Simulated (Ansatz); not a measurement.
# Al on several prototypes: ranking of structure types by relaxed energy in Python

A script is to give a ranking of structure types by relaxed energy; the system is Al on several prototypes.

Program: Ansatz 0.2.0 through its Python package. Level of theory: DFT PBEsol+D3(BJ) with three-body term, plane waves, PAW. These are calculated values, not measurements.

### 1 The system

Al Im-3m: The structure is cubic, space group Im-3m (No. 229). The conventional cell has a = 3.210 Å, b = 3.210 Å, c = 3.210 Å, α = 90.00°, β = 90.00°, γ = 90.00°. Around Al (site symmetry m-3m) lie 8 Al at 2.78 Å.

Al Pm-3m: The structure is cubic, space group Pm-3m (No. 221). The conventional cell has a = 2.630 Å, b = 2.630 Å, c = 2.630 Å, α = 90.00°, β = 90.00°, γ = 90.00°. Al (site symmetry m-3m) has 6 Al at 2.63 Å as nearest neighbours.

Al Fm-3m: Symmetry: Fm-3m, No. 225, cubic system. Conventional cell: a = 4.050 Å, b = 4.050 Å, c = 4.050 Å, α = 90.00°, β = 90.00°, γ = 90.00°. Al (site symmetry m-3m) is surrounded by 12 Al at 2.86 Å.

No structure file is read: the coordinates are typed or built in the script.

### 2 Script

File prototypes.py:

```python
"""Al on common prototypes, each relaxed."""

import logging
import sys
import warnings

import ansatz as az
import numpy as np
import pandas as pd
import spglib

logging.basicConfig(stream=sys.stdout, format="%(name)s: %(message)s")
log = logging.getLogger("run")
log.setLevel(logging.INFO)

XC = "pbesol"
DISPERSION = "d3bjatm"
KSPACING = 0.26
FILLING = "gaussian"
SIGMA = 0.05


def bcc(first, a):
    return az.Crystal.bcc(first, a=a)


def sc(a_site, a):
    return (
        az.Lattice.cubic(a)
        .space_group(221)
        .atom(a_site, [0, 0, 0])
    )


def fcc(a_site, a):
    return (
        az.Lattice.fcc(a)
        .space_group(225)
        .atom(a_site, [0, 0, 0])
        .primitive()
    )


def run_phase(name, crystal):
    calc = (
        crystal.calculation()
        .functional(XC, dispersion=DISPERSION)
        .basis(28 * az.Ry)
        .kpoints(spacing=KSPACING)  # the mesh must be finer for metals
        .occupations(FILLING, width=SIGMA)
        .stress()
        .band_table()
    )
    calc = calc.relax(force_tolerance=0.03, max_steps=40, cell=True)
    return calc.run(threads=1)

def relaxed_twice(name, crystal):
    # the second pass draws mesh and plane waves anew for the relaxed cell
    first = run_phase(name, crystal)
    again = az.Crystal(lattice=az.Lattice.of(first.lattice.cell_ang))
    for site in first.report["lattice"]["sites"]:
        again = again.atom(site["symbol"], site["position_frac"])
    return run_phase(name, again)


def pressure_gpa(outcome):
    return float(np.trace(outcome.report["stress_gpa"]) / 3)


def volume_per_atom(outcome):
    return abs(np.linalg.det(outcome.lattice.cell_ang)) / len(outcome.lattice.sites)


def space_group(outcome):
    sites = outcome.report["lattice"]["sites"]
    kinds = sorted({site["symbol"] for site in sites})
    cell = (outcome.lattice.cell_ang, [site["position_frac"] for site in sites], [kinds.index(site["symbol"]) for site in sites])
    return spglib.get_spacegroup(cell, symprec=0.01)

# a is a first guess in angstrom
warnings.simplefilter("ignore", az.DeckWarning)

phases = {}
phases["bcc"] = bcc("Al", 3.21)
phases["sc"] = sc("Al", 2.63)
phases["fcc"] = fcc("Al", 4.05)

done = {name: relaxed_twice(name, crystal) for name, crystal in phases.items()}

energy = {name: o.report["energy_sigma0_ev"] / len(o.lattice.sites) for name, o in done.items()}
lowest = min(energy.values())
rows = [(name, len(o.lattice.sites), 1000 * (energy[name] - lowest), pressure_gpa(o), volume_per_atom(o), space_group(o)) for name, o in done.items()]
rows.sort(key=lambda row: row[2])
print(pd.DataFrame(rows, columns=["phase", "atoms", "dE (meV/atom)", "P (GPa)", "V (A^3/atom)", "space group"]).round(4).to_string(index=False))
print("order:", " < ".join(row[0] for row in rows))
```

### 3 What the engine is handed

The package turns the script's settings into the engine's input (first run):

```yaml
crystal:
  lattice:
    - [1.605, 1.605, 1.605]
    - [-1.605, 1.605, 1.605]
    - [-1.605, -1.605, 1.605]
  atoms:
    - { symbol: Al, position: [0.0, 0.0, 0.0] }
basis:
  ecutwfc: 380.959407443832
kpoints:
  mp_grid:
    kspacing: 0.26
hamiltonian:
  xc: pbesol
  dispersion: d3bjatm
scf:
  occupations:
    method: gaussian
    width: 0.05
relax:
  f_tol: 0.03
  max_steps: 40
  cell: {}
output:
  stress: true
  eigenvalues: true
```

### 4 The run

Started as:

```bash
$ python prototypes.py
```

**Question.** Which of these structures comes out lowest, and how far apart are they?

**Answer**, as computed:

| quantity | value |
| --- | --- |
| runs compared | 6 |
| lowest | run 6 (Fm-3m) |
| next above it by | 0.0 meV/atom |

**Reading.** By space group at the end of each run: Fm-3m (+0 meV an atom, 15.6 Å³), Im-3m (+112 meV an atom, 16.0 Å³) and Pm-3m (+471 meV an atom, 19.1 Å³). In run 1, over 2 moves the cell shrank by 3.4 % in volume, and the space group stayed Im-3m. Run 6: After 0 moves the largest shift is 0.000 Å, of atom 1 (Al). The start was already close to the minimum. Caveats:
- The cutoff lies under the one recommended for these potentials.
- Under the recommended cutoff a pressure can be off by several GPa, even in sign.
- Pressure is positive in compression.
- The cells are built on prototypes, so they need not be phases found in nature. Rows bear the name of their start, and a relaxation keeps or raises the symmetry. Differences under about 40 meV an atom lie within the error of mesh and functional.
